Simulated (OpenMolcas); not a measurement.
# One shape, several levels: InHSCl (SMILES [SH][In][Cl])

We compute a comparison of 6 runs (UHF/STO-3G, UHF/3-21G, UTPSSh/STO-3G, UPBE0/def2-SVP, USVWN5/def2-SVP, ROCCSD(T)/def2-SVP) of InHSCl. 

The results are computed with OpenMolcas 26.06.

2 further runs of the same task are left out: 2 set aside as unsound or not needed.

### 1 The system as given

InHSCl has 4 atoms, charge 0, and is taken as a doublet. As SMILES, `[SH][In][Cl]`. Geometry: a GFN2-xTB relaxation, a rough one for these elements and not checked as a minimum.

Bond lengths: S1–In2 2.580 Å, In2–Cl3 2.395 Å, S1–H4 1.328 Å. Angles: S1–In2–Cl3 108.8°, In2–S1–H4 87.1°.

### 2 Energy and gradient at UHF/STO-3G (run 1)

calc.inp reads:

```
* ClHInS Hartree-Fock
>>> EXPORT MOLCAS_PRINT=2

&gateway
  baslib=$CurrDir
  coord
  4
  angstrom
  S       -1.264190       0.314200      -1.165480
  In       0.800250      -1.060850      -0.456540
  Cl       1.557670      -0.272990       1.674920
  H       -1.093730       1.019640      -0.052910
  basis=STO-3G
  group=NoSym

&seward

&scf
  uhf
  spin=2
  thresholds=1e-10 1e-07 1e-07 1e-05
  prorbitals=1 1

&alaska
```

The basis set STO-3G is read from a file made from the Basis Set Exchange's data (not shown).

Run with:

```console
$ export MOLCAS_MEM=1860
$ pymolcas calc.inp > calc.log
```

Standard output:

```text
--- Start Module: gateway ---
[...]
--- Stop Module: gateway /rc=_RC_ALL_IS_WELL_ ---
[...]
      Basis functions           46
[...]
--- Start Module: scf ---
[...]
       Convergence after  14 Iterations
[...]
::    Total SCF energy                              -6531.2962645416
[...]
      Total spin, S                                     0.5062493501
[...]
      Total electronic charge=   83.000000
      Total            charge=   -0.000000
[...]
      Dipole Moment (debye):
      Origin of the operator (angstrom)=    0.5737   -0.6583   -0.1707
                   X=  4.0037E-01               Y= -2.4327E+00               Z= -3.0582E+00           Total=  3.9282E+00
      Quadrupole Moment (debye*angstrom):
[...]
--- Stop Module: scf /rc=_RC_ALL_IS_WELL_ ---
--- Start Module: alaska ---
[...]
 *              Molecular gradients               *
 **************************************************
  Irreducible representation: a
 ------------------------------------------------------------------------------------------
                              X                       Y                       Z
 ------------------------------------------------------------------------------------------
  S1               -4.92340746978002E-02    3.18403836619048E-02   -1.78650026771656E-02
  IN2               3.47658263774164E-02   -3.50588428080485E-02   -5.88451750000729E-03
  CL3               8.80737358301786E-03    8.61633536153050E-03    2.41613293752465E-02
  H4                5.66087473740512E-03   -5.39787621539656E-03   -4.11809198062940E-04
 ------------------------------------------------------------------------------------------
--- Stop Module: alaska /rc=_RC_ALL_IS_WELL_ ---
[...]
```

Run time: 3.6 s. Hardware: 1 thread of Arm Neoverse V1, shared host; peak memory 0.38 GiB.

### 3 Energy and gradient at UHF/3-21G (run 2)

run.input reads:

```
&GATEWAY
BASLIB
$CurrDir
COORD
4
angstrom
S       -1.264190       0.314200      -1.165480
In       0.800250      -1.060850      -0.456540
Cl       1.557670      -0.272990       1.674920
H       -1.093730       1.019640      -0.052910
BASIS
3-21G
GROUP
NoSym
&SEWARD
&SCF
UHF
SPIN
2
THRESHOLDS
1e-10 1e-07 1e-07 1e-05
PRORBITALS
1 1
&ALASKA
```

The basis set 3-21G is read from a file made from the Basis Set Exchange's data (not shown).

Run with:

```console
$ export MOLCAS_MEM=1860
$ pymolcas run.input > run.log
```

Standard output:

```text
--- Start Module: gateway ---
[...]
--- Stop Module: gateway /rc=_RC_ALL_IS_WELL_ ---
[...]
      Basis functions           59
[...]
--- Start Module: scf ---
[...]
       Convergence after  19 Iterations
[...]
::    Total SCF energy                              -6568.2679565996
[...]
      Total spin, S                                     0.5073310259
[...]
      Total electronic charge=   83.000000
      Total            charge=   -0.000000
[...]
      Dipole Moment (debye):
      Origin of the operator (angstrom)=    0.5737   -0.6583   -0.1707
                   X=  1.4944E+00               Y= -2.7601E+00               Z= -2.1568E+00           Total=  3.8083E+00
      Quadrupole Moment (debye*angstrom):
[...]
--- Stop Module: scf /rc=_RC_ALL_IS_WELL_ ---
[...]
--- Start Module: alaska ---
[...]
 *              Molecular gradients               *
 **************************************************
  Irreducible representation: a
 ------------------------------------------------------------------------------------------
                              X                       Y                       Z
 ------------------------------------------------------------------------------------------
  S1               -1.35364608560167E-02    1.65056842218156E-02    5.48243373874513E-03
  IN2               1.29968451860396E-02    1.57643723596834E-04    1.64879649672081E-02
  CL3              -4.54644465144938E-03   -3.43169217282835E-03   -1.06866100647451E-02
  H4                5.08606032146419E-03   -1.32316357725535E-02   -1.12837886411681E-02
 ------------------------------------------------------------------------------------------
--- Stop Module: alaska /rc=_RC_ALL_IS_WELL_ ---
[...]
```

It took 4.5 s on 1 thread of Arm Neoverse V1, shared host; peak memory 0.39 GiB.

Run 3 isn't shown in full; the table further down has it.

### 4 Energy and forces at UPBE0/def2-SVP (core potential) (run 4)

mol.inp reads:

```
&gateway
baslib=$CurrDir
coord
4
angstrom
S       -1.264190       0.314200      -1.165480
In       0.800250      -1.060850      -0.456540
Cl       1.557670      -0.272990       1.674920
H       -1.093730       1.019640      -0.052910
basis=def2-SVP
group=NoSym
&seward
gridinput
Grid=UltraFine
End of Grid
&scf
uhf
spin=2
ksdft=PBE0
thresholds=1e-10 1e-07 1e-07 1e-05
prorbitals=1 1
&alaska
```

The basis set def2-SVP is read from a file made from the Basis Set Exchange's data (not shown).

Run with:

```console
$ export MOLCAS_MEM=1860
$ pymolcas mol.inp > mol.log
```

Standard output:

```text
--- Start Module: gateway ---
[...]
--- Stop Module: gateway /rc=_RC_ALL_IS_WELL_ ---
[...]
      Basis functions           67
[...]
--- Start Module: scf ---
[...]
       Convergence after  18 Iterations
[...]
::    Total KS-DFT energy                           -1048.6281151816
[...]
      Total spin, S                                     0.5033697884
[...]
      Total electronic charge=   55.000000
      Total            charge=   -0.000000
[...]
      Dipole Moment (debye):
      Origin of the operator (angstrom)=    0.5737   -0.6583   -0.1707
                   X=  5.8747E-01               Y= -1.4420E+00               Z= -1.3985E+00           Total=  2.0929E+00
      Quadrupole Moment (debye*angstrom):
[...]
--- Stop Module: scf /rc=_RC_ALL_IS_WELL_ ---
[...]
--- Start Module: alaska ---
[...]
 *              Molecular gradients               *
 **************************************************
  Irreducible representation: a
 ------------------------------------------------------------------------------------------
                              X                       Y                       Z
 ------------------------------------------------------------------------------------------
  S1               -1.06345234276013E-02    1.62761280955701E-02    8.65260883289842E-03
  IN2               1.29438333744147E-02   -9.54480554652903E-03    2.83744808539943E-03
  CL3              -8.90053553366243E-04    9.71227771080940E-04    4.41325888075994E-04
  H4               -1.41925639347346E-03   -7.70255032011891E-03   -1.19313828063907E-02
 ------------------------------------------------------------------------------------------
--- Stop Module: alaska /rc=_RC_ALL_IS_WELL_ ---
[...]
```

Wall time 20 s (1 thread of Arm Neoverse V1, shared host); peak memory 0.41 GiB.

Run 5 isn't shown in full; the table further down has it.

### 5 The energy at ROCCSD(T)/def2-SVP (core potential) (run 6)

test.inp reads:

```
* ClHInS CCSD(T)

&GATEWAY
 BasLib = $CurrDir
 Coord
 4
 angstrom
 S       -1.264190       0.314200      -1.165480
 In       0.800250      -1.060850      -0.456540
 Cl       1.557670      -0.272990       1.674920
 H       -1.093730       1.019640      -0.052910
 Basis = def2-SVP
 Group = NoSym

&SEWARD

&SCF
 UHF
 Spin = 2
 Thresholds = 1e-10 1e-07 1e-07 1e-05
 PrOrbitals = 1 2

&RASSCF
 FileOrb = $Project.UnaOrb
 Spin = 2
 Nactel = 1 0 0
 Inactive = 27
 Ras2 = 1
 OutOrbitals = Canonical
 OrbListing = NoCore

&MOTRA
 JobIph
 Frozen = 14

&CCSDT
 CCT
 Triples = 3
 Iterations = 80
 Accuracy = 1e-08
 Extrapolation = 5 4
```

The basis set def2-SVP is read from a file made from the Basis Set Exchange's data (not shown).

Run with:

```console
$ export MOLCAS_MEM=1860
$ pymolcas test.inp > test.log
```

Standard output:

```text
--- Start Module: gateway ---
[...]
--- Stop Module: gateway /rc=_RC_ALL_IS_WELL_ ---
[...]
      Basis functions           67
[...]
       Convergence after  18 Iterations
[...]
::    Total SCF energy                              -1046.6281264630
[...]
      Total spin, S                                     0.5131023539
[...]
      Number of active orbitals                  1
[...]
      Spin quantum number                      0.5
[...]
      Active orbitals                            1
[...]
      Number of CSFs                             1
[...]
      Number of root(s) required                 1
[...]
      Convergence after 13 iterations
[...]
      printout of CI-coefficients larger than  0.05 for root  1
      energy=   -1046.624688
      conf/sym  1     Coeff  Weight
             1  u   1.00000 1.00000
      Natural orbitals and occupation numbers for root  1
      sym 1:   1.000000
      ************************************************************************************************************************
      *                                                    Final results                                                     *
[...]
::    RASSCF root number  1 Total energy:  -1046.62468832
[...]
      Total electronic charge=   55.000000
      Total            charge=   -0.000000
[...]
      Dipole Moment (debye):
      Origin of the operator (angstrom)=    0.5737   -0.6583   -0.1707
                   X=  1.1263E+00               Y= -2.0923E+00               Z= -1.6472E+00           Total=  2.8912E+00
      Quadrupole Moment (debye*angstrom):
[...]
--- Start Module: motra ---
[...]
      *** WARNING: Default frozen orbitals is overwritten by user input.
      *** Default values:  10
[...]
--- Stop Module: motra /rc=_RC_ALL_IS_WELL_ ---
--- Start Module: ccsdt ---
[...]
      Convergence after                    20  Iterations
      Total energy (diff) :   -1046.98652768      -0.00000001
[...]
 METHOD                       : CCSD+T(CCSD)+<T3(1)WT1>+<T3(1)UT2> = CCSD(T)
[...]
       CCSD     =     -1046.9865276762259
[...]
--- Stop Module: ccsdt /rc=_RC_ALL_IS_WELL_ ---
[...]
```

Run time: 22 s. Hardware: 1 thread of Arm Neoverse V1, shared host; peak memory 0.41 GiB.

### 6 The series

| run | level | integration grid | task | energy (Eh) | dipole moment (D) | HOMO energy (eV) | LUMO energy (eV) | wall time |
| --- | --- | --- | --- | --- | --- | --- | --- | --- |
| 1 | UHF/STO-3G | – | gradient | -6531.296265 | 3.93 | -5.90 | 3.47 | 3.6 s |
| 2 | UHF/3-21G | – | gradient | -6568.267957 | 3.81 | -9.38 | -1.30 | 4.5 s |
| 3 | UTPSSh/STO-3G | UltraFine | gradient | -6534.355656 | 2.97 | -2.97 | -0.80 | 14 s |
| 4 | UPBE0/def2-SVP (core potential) | UltraFine | gradient | -1048.628115 | 2.09 | -6.89 | -4.34 | 20 s |
| 5 | USVWN5/def2-SVP (core potential) | UltraFine | gradient | -1045.745581 | 1.50 | -5.94 | -5.35 | 16 s |
| 6 | ROCCSD(T)/def2-SVP (core potential) | – | energy | -1046.997433 | – | – | – | 22 s |

### 7 Results

| quantity | value |
| --- | --- |
| run 6: total energy | -1046.99743 Eh |
| run 6: (T) correction | -10.90 mEh |

In words: Over runs 1, 2, 3, 4, 5 the dipole moment (its size) runs from 1.50 D (USVWN5/def2-SVP) to 3.93 D (UHF/STO-3G). The two ends differ in method and basis and core potential. Totals of different functionals can't be ranked against each other. Some runs of one species differ in core potentials or relativity; totals across that change don't compare. In runs 1, 3 the basis is minimal, so the values are rough. In runs 1, 2, 3 relativity is left out where basis or elements ask for it. All runs together took 79 s, the longest 22 s.
